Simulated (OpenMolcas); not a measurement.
# Eu²⁺ among point charges: CASSCF levels and susceptibility

Aim: the splitting of the states of Eu²⁺ in the field of 6 point charges, its lowest levels with spin-orbit coupling and its magnetic susceptibility.

Program: OpenMolcas 26.06. Level of theory: state-averaged CASSCF, spin-orbit coupling by RASSI with atomic mean-field integrals. These are calculated values, not measurements, unless marked.

## (1) The system

```
Species                           : Eu²⁺ (europium, Z = 63, 61 electrons)
Basis                             : ANO-RCC-VDZP [7s6p4d2f1g], 68 functions
Scalar Hamiltonian                : DKH2, point nucleus
Inactive shells                   : 1s 2s 2p 3s 3p 3d 4s 4p 4d 5s 5p
Active space                      : 7 electrons in 7 orbitals (4f)
Some configurations of this space : 4f⁷
Orbitals                          : optimised for the highest spin of each parity, averaged over all roots
```

Outer shells as boxes (Hund's rule):

4f7
```
4f [↑ ][↑ ][↑ ][↑ ][↑ ][↑ ][↑ ]
```

The ion sits among 6 point charges of -0.75 e arranged as a trigonal prism (D3h), 2.62 Å from the ion, with a polar angle of 48.6° against the regular 49.1°.

Each step is its own input file, run in one work folder so that later steps find the files of earlier ones. Labels, J, g values, rates, χT and fits are worked out afterwards by a script from the matrices that RASSI stores.

## (2) Basis and integrals

Input file a.inp:

```
&GATEWAY
Coord
1

Eu 0.0 0.0 0.0
Basis=ANO-RCC-VDZP
Group=NoSym
NoMove
AngMom=0.0 0.0 0.0
AMFI
XField
6 Angstrom 0
1.965563 0.000000 1.732328 -0.750000
-0.982782 1.702228 1.732328 -0.750000
-0.982782 -1.702228 1.732328 -0.750000
1.965563 0.000000 -1.732328 -0.750000
-0.982782 1.702228 -1.732328 -0.750000
-0.982782 -1.702228 -1.732328 -0.750000
&SEWARD
```

## (3) CASSCF: octets, 1 root

Input file a.inp:

```
&RASSCF
FileOrb=start.orb
Symmetry=1
Spin=8
nActEl=7 0 0
Inactive=27
Ras2=7
CIRoot=1 1 1
SDav=1
CIMx=300
Iter=120 100
PrWF=0.3
OrbListing=Nothing
MaxOrb=0
>>> COPY $Project.JobIph JOB001
```

start.orb holds the contracted functions of the basis, ordered by shell, or the orbitals of the step before.

## (4) Reference wave functions, sextets, 48 roots

Input file a.inp:

```
&RASSCF
FileOrb=start.orb
Symmetry=1
Spin=6
nActEl=7 0 0
Inactive=27
Ras2=7
CIRoot=48 48 1
SDav=48
CIMx=300
Iter=120 100
PrWF=0.3
OrbListing=Nothing
MaxOrb=0
CIOnly
>>> COPY $Project.JobIph JOB002
```

## (5) RASSI: spin-orbit coupling between the states

Input file a.inp:

```
&RASSI
NrOfJobIphs=2 1 21
1
1 2 3 4 5 6 7 8 9 10 11 12 13 14 15 16 17 18 19 20 21
IphNames
JOB001
JOB002
EJob
SpinOrbit
DIPRint=1.0
SOCoupling=1000.0
Subsets=2
Property=9
'ANGMOM' 1 'ANGMOM' 2 'ANGMOM' 3 'MLTPL  1' 1 'MLTPL  1' 2 'MLTPL  1' 3
'AMFI' 1 'AMFI' 2 'AMFI' 3
SOProperty=3
'ANGMOM' 1 'ANGMOM' 2 'ANGMOM' 3
```

Before running it: what results should come out? Wanted: spin-free ground state; lowest level; next level.

As calculated:

| quantity | value |
| --- | --- |
| method | CASSCF |
| spin-free ground state | 8A1, 1-fold in its orbital part |
| lowest level | 2-fold E1/2, g = 0.00, 0.00, 13.98 |
| next level | 0.8 cm⁻¹ |
| χT at 300 K | 7.86 cm³ K/mol |
| effective moment at 300 K | 7.93 μB |

In words: The spin-free ground state (8A1) comes to 100 % from free-ion S terms and keeps the highest spin of the shell. The sextets rest on orbitals optimised for another spin in at least one step, which raises them against the optimised states. Not all states of the active space went into the spin-orbit step. Terms of lower spin are left out of the spin-orbit mixing, so the small splitting that they give the half-filled shell's ground term is missing or unsound. High states of lower spin are left out of the spin-orbit mixing, and CASSCF puts spin-flip levels too high. Point charges carry no covalency, so the field is a model and not that of real ligands.
